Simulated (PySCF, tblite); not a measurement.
# C3H2F2NO3S−: dynamics, then NMR shifts on frames, part 1 of 2

Aim: move C3H2F2NO3S− (`N#C[C@H](C(F)F)S(=O)(=O)[O-]`) away from its starting geometry and see how NMR shifts follow the geometry.

Computed with tblite 0.8.0 and PySCF 2.14.0, with density-fitted response routines of our own, on a single molecule in the gas phase. Atoms are numbered from 0 throughout.

**1. The molecule as given**

12 atoms, charge -1, multiplicity 1; geometry from: GFN2-xTB.

Bonds of the start (Å): N0–C1 1.15, C1–C2 1.41, C2–C3 1.50, C3–F4 1.38, C3–F5 1.35, C2–S6 1.90, S6–O7 1.46, S6–O8 1.44, S6–O9 1.45, C2–H10 1.09, C3–H11 1.10.

**2. Thermal motion with GFN2-xTB**

What the job is given:

```
{"job": {"kind": "md", "xc": "GFN2-xTB", "basis": "xTB", "temperature": 300, "steps": 2000, "every": 50, "frames": 5}, "charge": -1, "multiplicity": 1}
N     -0.162932     2.791040     0.405435
C     -0.216932     1.703111     0.043732
C     -0.264727     0.369775    -0.409942
C     -1.135487    -0.573831     0.367670
F     -2.418851    -0.626305    -0.131713
F     -1.295349    -0.220403     1.660395
S      1.455703    -0.417144    -0.217398
O      1.198178    -1.726838    -0.798600
O      1.689226    -0.431017     1.207666
O      2.330040     0.429441    -0.998850
H     -0.458682     0.290968    -1.477074
H     -0.718989    -1.589483     0.322653
```

With the program's defaults for keys left out, this is: GFN2-xTB Langevin dynamics, gas phase.

Run with:

```sh
$ OMP_NUM_THREADS=1 python probes_run.py task.json out
```

The driver reads the jobs from task.json and runs them one after another.

The log of the run:

```text
t/fs     T/K      E/eV
    0.0   261.5   -966.49555
   25.0   122.5   -966.20752
   50.0   232.6   -966.26244
   75.0   226.6   -966.25929
  100.0   228.6   -966.21321
  125.0   191.2   -966.19560
  150.0   206.1   -966.18990
  175.0   236.6   -966.08317
  200.0   266.0   -966.12982
  225.0   390.8   -966.18066
  250.0   230.7   -966.08194
  275.0   314.2   -966.23748
  300.0   241.6   -966.14213
  325.0   349.2   -966.24859
  350.0   278.6   -966.22003
  375.0   259.3   -966.17827
  400.0   259.8   -966.01324
  425.0   288.0   -965.89250
  450.0   326.4   -966.03625
  475.0   299.7   -966.10337
  500.0   375.7   -966.12692
  525.0   282.9   -966.15189
  550.0   217.1   -966.18728
  575.0   246.5   -966.04806
  600.0   260.1   -966.03808
  625.0   263.0   -966.09026
  650.0   294.1   -966.03524
  675.0   328.2   -965.99805
  700.0   390.6   -966.03504
  725.0   358.7   -965.93716
  750.0   300.2   -966.03443
  775.0   240.0   -965.93232
  800.0   342.2   -966.18267
  825.0   331.0   -966.09793
  850.0   373.7   -966.20110
  875.0   298.8   -966.13668
  900.0   317.6   -966.23601
  925.0   230.2   -966.07759
  950.0   263.7   -966.21739
  975.0   277.5   -966.20363
 1000.0   355.9   -966.13756
```

It took 14 s on 1 thread of AMD EPYC 7R43, shared host; peak memory 0.18 GiB.

Distance from the start (root mean square after alignment): 0 fs 0.00 Å, 200 fs 0.28 Å, 400 fs 0.26 Å, 600 fs 0.41 Å, 800 fs 0.23 Å, 1000 fs 0.22 Å.

Positions (Å) and forces (eV/Å) at 1000 fs:

```xyz
12

N     0.687    1.731    1.778   -0.613   -1.000   -1.097
C     0.264    1.038    0.949    0.708    0.785    0.529
C    -0.257    0.211   -0.092    0.198    0.669    0.652
C    -1.485   -0.523    0.397    0.018    0.882   -0.600
F    -2.619    0.205    0.031    0.175   -0.887   -0.121
F    -1.619   -0.627    1.731    0.250    0.117    0.240
S     0.954   -1.196   -0.492    1.386    2.896   -1.492
O     0.507   -1.571   -1.806   -0.712   -0.582   -0.546
O     0.854   -2.152    0.527   -0.682   -1.847    1.866
O     2.205   -0.464   -0.526    0.293   -0.089    0.057
H    -0.329    0.789   -1.054   -0.261   -0.786    0.953
H    -1.407   -1.541    0.018   -0.762   -0.158   -0.440
```

**3. Shielding tensors: 250 fs, PBE0/pcSseg-1**

What the job is given:

```
{"job": {"kind": "nmr", "xc": "PBE0", "basis": "pcSseg-1", "pop": false}, "charge": -1, "multiplicity": 1}
N     -0.133100     3.007900     0.366600
C     -0.220900     1.905400     0.126500
C     -0.371400     0.480000    -0.225400
C     -1.409800    -0.337800     0.606900
F     -2.637100    -0.084400     0.260500
F     -1.342400    -0.211200     1.982300
S      1.158000    -0.609200     0.024000
O      0.632200    -1.853100    -0.549900
O      1.331300    -0.596500     1.456400
O      2.187600     0.055600    -0.694500
H     -0.625600     0.341900    -1.284600
H     -1.084000    -1.375600     0.320600
```

Level: GIAO PBE0/pcSseg-1 NMR shielding, non-relativistic, gas phase.

The log of the run:

```text
coarse grid: 12616 points
cycle   1  E = -992.4915555881  dE =  2.460e+00  |g| = 1.502e+00  |ddm| = 3.699e+00
cycle   2  E = -991.5652172786  dE =  9.263e-01  |g| = 2.707e+00  |ddm| = 3.446e+00
cycle   3  E = -992.8631327332  dE = -1.298e+00  |g| = 3.386e-01  |ddm| = 2.548e+00
cycle   4  E = -992.8822851723  dE = -1.915e-02  |g| = 1.727e-01  |ddm| = 3.395e-01
cycle   5  E = -992.8880176021  dE = -5.732e-03  |g| = 4.846e-02  |ddm| = 1.343e-01
cycle   6  E = -992.8885040098  dE = -4.864e-04  |g| = 8.038e-03  |ddm| = 4.091e-02
cycle   7  E = -992.8885167199  dE = -1.271e-05  |g| = 2.457e-03  |ddm| = 7.614e-03
cycle   8  E = -992.8885175967  dE = -8.768e-07  |g| = 1.202e-03  |ddm| = 2.807e-03
final grid: 123944 points
cycle   9  E = -992.9927532112  dE = -3.391e-05  |g| = 1.146e-02  |ddm| = 2.815e-02
cycle  10  E = -992.9927228936  dE =  3.032e-05  |g| = 1.719e-02  |ddm| = 2.509e-02
cycle  11  E = -992.9927772363  dE = -5.434e-05  |g| = 2.087e-03  |ddm| = 1.522e-02
cycle  12  E = -992.9927780025  dE = -7.662e-07  |g| = 6.357e-04  |ddm| = 1.982e-03
cycle  13  E = -992.9927780713  dE = -6.876e-08  |g| = 2.497e-04  |ddm| = 5.382e-04
cycle  14  E = -992.9927780838  dE = -1.249e-08  |g| = 6.327e-05  |ddm| = 2.050e-04
cycle  15  E = -992.9927780844  dE = -6.262e-10  |g| = 2.983e-05  |ddm| = 6.541e-05
converged SCF energy = -992.9927780844

GIAO shielding tensors (ppm)
atom      isotropic    diamagn.    paramagn.     s11        s22        s33       span
  0 N      -23.425     342.697    -366.122   -190.228   -176.298    296.253    486.481
  1 C       66.630     258.989    -192.358    -46.282    -41.064    287.237    333.518
  2 C      125.404     259.119    -133.715    109.947    120.644    145.622     35.675
  3 C       61.250     242.800    -181.550     47.794     62.763     73.194     25.400
  4 F      321.850     471.067    -149.218    230.822    315.433    419.294    188.473
  5 F      305.547     473.493    -167.946    187.543    347.767    381.332    193.789
  6 S      193.441    1050.507    -857.066     60.643    239.950    279.729    219.086
  7 O       87.129     403.800    -316.672      3.564     87.605    170.217    166.653
  8 O       86.531     402.566    -316.035     36.981     90.141    132.470     95.489
  9 O      112.638     401.036    -288.398     68.926    113.145    155.842     86.916
 10 H       28.476      32.725      -4.249     26.521     28.502     30.404      3.883
 11 H       23.170      28.859      -5.689     18.431     22.540     28.540     10.109
```

It took 26 s on 1 thread of AMD EPYC 7R43, shared host; peak memory 0.84 GiB.

The references, computed at this level on geometries of the same kind, shield at (ppm): 1H TMS 31.72, 13C TMS 186.9, 19F CFCl3 170.9, 15N NH3 267.7, 17O H2O 336.1, 33S CS2 504. Their shielding less the atom's gives the shift. The references are single molecules in the gas phase, so shifts against H2O, NH3, PH3, H3PO4 or CFCl3 are not on the usual liquid scales and can be off by tens of ppm. Each atom is listed at this fixed geometry, with no averaging over motion; a spectrum would average atoms that exchange fast.

| atoms | environment | σ (ppm) | δ (ppm) |
| --- | --- | --- | --- |
| C3 | sp3 CH bonded to 2 F | 61.3 | 125.7 |
| C1 | nitrile carbon | 66.6 | 120.3 |
| C2 | sp3 CH bonded to S, α to a nitrile | 125.4 | 61.5 |
| H11 | hydrogen on an sp3 CH bonded to 2 F | 23.17 | 8.55 |
| H10 | hydrogen on an sp3 CH bonded to S, α to a nitrile | 28.48 | 3.24 |
| N0 | nitrile nitrogen | -23.4 | 291.2 |
| F5 | fluorine of a CF2 group | 305.5 | -134.6 |
| F4 | fluorine of a CF2 group | 321.8 | -150.9 |
| S6 | sulfonyl sulfur | 193 | 310 |
| O8 | oxygen of an anionic S–O group | 86.5 | 249.5 |
| O7 | oxygen of an anionic S–O group | 87.1 | 249.0 |
| O9 | oxygen of an anionic S–O group | 112.6 | 223.4 |

**4. Shielding tensors: 425 fs, PBE0/pcSseg-1**

What the job is given:

```
{"job": {"kind": "nmr", "xc": "PBE0", "basis": "pcSseg-1", "pop": false}, "charge": -1, "multiplicity": 1}
N      0.115000     2.493200     0.884100
C     -0.068500     1.485900     0.419000
C     -0.408200     0.250800    -0.031300
C     -1.630200    -0.291800     0.712600
F     -2.791400     0.135600     0.140900
F     -1.767400    -0.060400     2.063200
S      1.128900    -0.940700    -0.020400
O      0.400900    -2.113300    -0.459500
O      1.851100    -0.908100     1.227000
O      1.925300    -0.334500    -1.140200
H     -0.697400     0.113900    -1.076600
H     -1.691000    -1.414000     0.504500
```

Method: GIAO PBE0/pcSseg-1 NMR shielding, non-relativistic, gas phase.

The log of the run:

```text
coarse grid: 12616 points
cycle   1  E = -992.4711027064  dE =  2.384e+00  |g| = 1.521e+00  |ddm| = 3.709e+00
cycle   2  E = -991.3723078667  dE =  1.099e+00  |g| = 2.875e+00  |ddm| = 3.886e+00
cycle   3  E = -992.8570289009  dE = -1.485e+00  |g| = 3.516e-01  |ddm| = 2.977e+00
cycle   4  E = -992.8771348223  dE = -2.011e-02  |g| = 1.854e-01  |ddm| = 3.912e-01
cycle   5  E = -992.8835153580  dE = -6.381e-03  |g| = 5.555e-02  |ddm| = 1.579e-01
cycle   6  E = -992.8841500151  dE = -6.347e-04  |g| = 1.236e-02  |ddm| = 5.240e-02
cycle   7  E = -992.8841746110  dE = -2.460e-05  |g| = 5.196e-03  |ddm| = 1.226e-02
cycle   8  E = -992.8841793437  dE = -4.733e-06  |g| = 1.423e-03  |ddm| = 5.082e-03
final grid: 123944 points
cycle   9  E = -992.9886517052  dE = -2.993e-05  |g| = 1.185e-02  |ddm| = 2.656e-02
cycle  10  E = -992.9886131960  dE =  3.851e-05  |g| = 1.851e-02  |ddm| = 2.731e-02
cycle  11  E = -992.9886776891  dE = -6.449e-05  |g| = 2.297e-03  |ddm| = 1.707e-02
cycle  12  E = -992.9886786525  dE = -9.635e-07  |g| = 7.435e-04  |ddm| = 2.261e-03
cycle  13  E = -992.9886787549  dE = -1.024e-07  |g| = 2.376e-04  |ddm| = 6.278e-04
cycle  14  E = -992.9886787663  dE = -1.141e-08  |g| = 5.021e-05  |ddm| = 2.090e-04
cycle  15  E = -992.9886787668  dE = -4.441e-10  |g| = 1.924e-05  |ddm| = 4.731e-05
converged SCF energy = -992.9886787668

GIAO shielding tensors (ppm)
atom      isotropic    diamagn.    paramagn.     s11        s22        s33       span
  0 N      -23.099     343.846    -366.945   -183.284   -157.731    271.718    455.002
  1 C       69.364     258.565    -189.201    -42.423    -38.796    289.310    331.733
  2 C      128.541     257.433    -128.892    104.102    125.896    155.625     51.523
  3 C       57.270     240.168    -182.898     40.419     60.579     70.812     30.394
  4 F      297.453     472.694    -175.242    166.082    325.870    400.405    234.323
  5 F      310.389     472.082    -161.692    203.049    341.145    386.974    183.925
  6 S      165.585    1049.486    -883.901     36.166    206.017    254.572    218.406
  7 O       79.959     402.993    -323.034     16.654     81.795    141.428    124.774
  8 O       78.018     400.405    -322.387      4.540     88.243    141.270    136.729
  9 O       33.144     402.503    -369.359    -56.735     19.587    136.581    193.317
 10 H       28.206      33.177      -4.971     25.971     28.837     29.812      3.841
 11 H       24.205      28.278      -4.072     21.217     24.181     27.218      6.001
```

It took 23 s on 1 thread of AMD EPYC 7R43, shared host; peak memory 0.9 GiB.

Key values: δ C3 129.7, C1 117.6, C2 58.4, N0 290.8, H11 7.51, H10 3.51 ppm.

(Continued in part 2 of 2.)
